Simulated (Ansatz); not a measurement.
# Mg2ZnO3: the cost of one run

The runs shown are made with Ansatz 0.2.0. PAW datasets, plane waves, zero pressure. (Simulation; spin polarisation is off.)

## 1. The structure to begin with

Space group P-3m1 (No. 164), trigonal; a = 3.033 Å, c = 7.403 Å in the conventional setting, 9.83 Å³ an atom. Mg has 6 O at 2.12–2.14 Å; Zn has 6 O at 2.17 Å; O has 3 Mg at 2.12 Å and 3 Zn at 2.17 Å; O has 6 Mg at 2.14 Å.

Structure file:

```
CELL_PARAMETERS angstrom
3.03300 0.00000 0.00000
-1.51650 2.62665 0.00000
0.00000 0.00000 7.40332
ATOMIC_POSITIONS crystal
Mg 0.33333 0.66667 0.66580
Mg 0.66667 0.33333 0.33420
Zn 0.00000 0.00000 0.00000
O 0.33333 0.66667 0.17262
O 0.66667 0.33333 0.82738
O 0.00000 0.00000 0.50000
```

## 2. Relaxing with PBE

input.yaml reads:

```yaml
crystal:
  lattice:
    - [3.032998591, 0.0, 0.0]
    - [-1.5164992955, 2.6266538294, 0.0]
    - [0.0, 0.0, 7.403316]
  atoms:
    - { symbol: Mg, position: [0.33333333, 0.66666667, 0.6658] }
    - { symbol: Mg, position: [0.66666667, 0.33333333, 0.3342] }
    - { symbol: Zn, position: [0.0, 0.0, 0.0] }
    - { symbol: O, position: [0.33333333, 0.66666667, 0.172619] }
    - { symbol: O, position: [0.66666667, 0.33333333, 0.827381] }
    - { symbol: O, position: [0.0, 0.0, 0.5] }
kpoints:
  mp_grid: { grid: [12, 12, 4] }
hamiltonian:
  xc: pbe
scf:
  occupations: { method: fermi_dirac, width: 0.02 }
relax:
  f_tol: 0.005
  cell: {}
```

The run is started by

```sh
ansatz run input.yaml --threads 4 --pin off --max-ram 6451MiB --backend cpu --events-out ev --progress --plain --runs-dir out
```

Q: Estimate wall time and peak memory on 4 threads of AMD EPYC 7R43 (Zen 3), shared host.

About 5.8 s, with a peak of 0.5 GiB.
